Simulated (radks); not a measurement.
# Ionisation energy and size from Tb⁴⁺ to Lu⁴⁺

Aim: how ionisation energy and size change along these elements, and how far this level of theory lands from NIST. Each species and its ion are run in their NIST ground configurations.

Method: scalar-relativistic Kohn-Sham, r2SCAN, spin-polarised, spherical densities, finite nucleus; open shells are filled with parallel spins first. Code: radks (a radial shooting solver on a logarithmic mesh, Libxc functionals) version 1.

**1. The system**

* species: Tb⁴⁺, Dy⁴⁺, Ho⁴⁺, Er⁴⁺, Tm⁴⁺, Yb⁴⁺, Lu⁴⁺
* runs: 14, each species and its next ion

**2. Tb⁴⁺, [Xe] 4f7**

Input:

```text
Z 65
configuration [Xe] 4f7
relativity scalar-relativistic
functional r2scan,r2scan
spin polarised
nucleus finite rms 5.06 fm
c 137.035999084
```

Run with:

```
> python run_ks.py task.json out
```

All runs below come from this command, one after another.

**3. Tb⁵⁺, [Kr] 4d10 4f7 5s2 5p5**

Changes since step 2:

```diff
@@ -1,3 +1,3 @@
 Z 65
-configuration [Xe] 4f7
+configuration [Kr] 4d10 4f7 5s2 5p5
 relativity scalar-relativistic
```

**4. Dy⁴⁺, [Xe] 4f8**

Input:

```text
Z 66
configuration [Xe] 4f8
relativity scalar-relativistic
functional r2scan,r2scan
spin polarised
nucleus finite rms 5.2218 fm
c 137.035999084
```

**5. Dy⁵⁺, [Kr] 4d10 4f8 5s2 5p5**

Changes since step 4:

```diff
@@ -1,3 +1,3 @@
 Z 66
-configuration [Xe] 4f8
+configuration [Kr] 4d10 4f8 5s2 5p5
 relativity scalar-relativistic
```

**6. Ho⁴⁺, [Xe] 4f9**

Input:

```text
Z 67
configuration [Xe] 4f9
relativity scalar-relativistic
functional r2scan,r2scan
spin polarised
nucleus finite rms 5.2022 fm
c 137.035999084
```

**7. Ho⁵⁺, [Kr] 4d10 4f9 5s2 5p5**

Changes since step 6:

```diff
@@ -1,3 +1,3 @@
 Z 67
-configuration [Xe] 4f9
+configuration [Kr] 4d10 4f9 5s2 5p5
 relativity scalar-relativistic
```

**8. Er⁴⁺, [Xe] 4f10**

Input:

```text
Z 68
configuration [Xe] 4f10
relativity scalar-relativistic
functional r2scan,r2scan
spin polarised
nucleus finite rms 5.2516 fm
c 137.035999084
```

**9. Er⁵⁺, [Kr] 4d10 4f10 5s2 5p5**

Changes since step 8:

```diff
@@ -1,3 +1,3 @@
 Z 68
-configuration [Xe] 4f10
+configuration [Kr] 4d10 4f10 5s2 5p5
 relativity scalar-relativistic
```

**10. Tm⁴⁺, [Xe] 4f11**

Input:

```text
Z 69
configuration [Xe] 4f11
relativity scalar-relativistic
functional r2scan,r2scan
spin polarised
nucleus finite rms 5.2256 fm
c 137.035999084
```

**11. Tm⁵⁺, [Kr] 4d10 4f11 5s2 5p5**

Changes since step 10:

```diff
@@ -1,3 +1,3 @@
 Z 69
-configuration [Xe] 4f11
+configuration [Kr] 4d10 4f11 5s2 5p5
 relativity scalar-relativistic
```

**12. Yb⁴⁺, [Xe] 4f12**

Input:

```text
Z 70
configuration [Xe] 4f12
relativity scalar-relativistic
functional r2scan,r2scan
spin polarised
nucleus finite rms 5.3108 fm
c 137.035999084
```

**13. Yb⁵⁺, [Kr] 4d10 4f12 5s2 5p5**

Changes since step 12:

```diff
@@ -1,3 +1,3 @@
 Z 70
-configuration [Xe] 4f12
+configuration [Kr] 4d10 4f12 5s2 5p5
 relativity scalar-relativistic
```

**14. Lu⁴⁺, [Xe] 4f13**

Input:

```text
Z 71
configuration [Xe] 4f13
relativity scalar-relativistic
functional r2scan,r2scan
spin polarised
nucleus finite rms 5.37 fm
c 137.035999084
```

**15. Lu⁵⁺, [Xe] 4f12**

Changes since step 14:

```diff
@@ -1,3 +1,3 @@
 Z 71
-configuration [Xe] 4f13
+configuration [Xe] 4f12
 relativity scalar-relativistic
```

Before running it: what results should come out? Wanted: for each run, species; configuration; Δ-SCF; NIST; −ε(HOMO); its level; widest level; its <r>.

The runs gave:

| species | configuration | Δ-SCF (eV) | NIST (eV) | −ε(HOMO) (eV) | its level | widest level | its <r> (bohr) |
| --- | --- | --- | --- | --- | --- | --- | --- |
| Tb⁴⁺ | [Xe] 4f7 | 74.353 | 66.5 (semi-emp.) | 57.108 | 4f | 5p | 1.47 |
| Dy⁴⁺ | [Xe] 4f8 | 75.907 | 62.1 (semi-emp.) | 50.698 | 4f | 5p | 1.44 |
| Ho⁴⁺ | [Xe] 4f9 | 77.400 | 63.9 (semi-emp.) | 52.164 | 4f | 5p | 1.41 |
| Er⁴⁺ | [Xe] 4f10 | 78.849 | 65.1 (semi-emp.) | 53.520 | 4f | 5p | 1.39 |
| Tm⁴⁺ | [Xe] 4f11 | 80.265 | 65.4 (semi-emp.) | 54.777 | 4f | 5p | 1.36 |
| Yb⁴⁺ | [Xe] 4f12 | 81.655 | 65.6 (semi-emp.) | 55.945 | 4f | 5p | 1.34 |
| Lu⁴⁺ | [Xe] 4f13 | 68.446 | 66.8 (semi-emp.) | 57.031 | 4f | 5p | 1.32 |

What this shows: Reference values: NIST Atomic Spectra Database (exp. measured, semi-emp. semi-empirical, theory a theoretical value adopted there). By these runs, which need not match the measured order, Yb⁴⁺ holds its electron most tightly (81.655 eV) and Lu⁴⁺ least (68.446 eV); the widest outer orbital is the 5p of Tb⁴⁺. The Δ-SCF values miss the measured or semi-empirical entries by +18.0 % in the signed mean; the largest miss is +24.5 % (Yb⁴⁺). For Tb⁴⁺, Dy⁴⁺, Ho⁴⁺, Er⁴⁺, Tm⁴⁺, Yb⁴⁺, Lu⁴⁺ the highest level isn't the widest one, so −ε(HOMO) and <r> belong to different orbitals, and Δ-SCF follows the ion's typed configuration. Open shells are spherical and high-spin; term and fine-structure splittings are not resolved. Spin-orbit splitting is averaged out at the scalar-relativistic level.
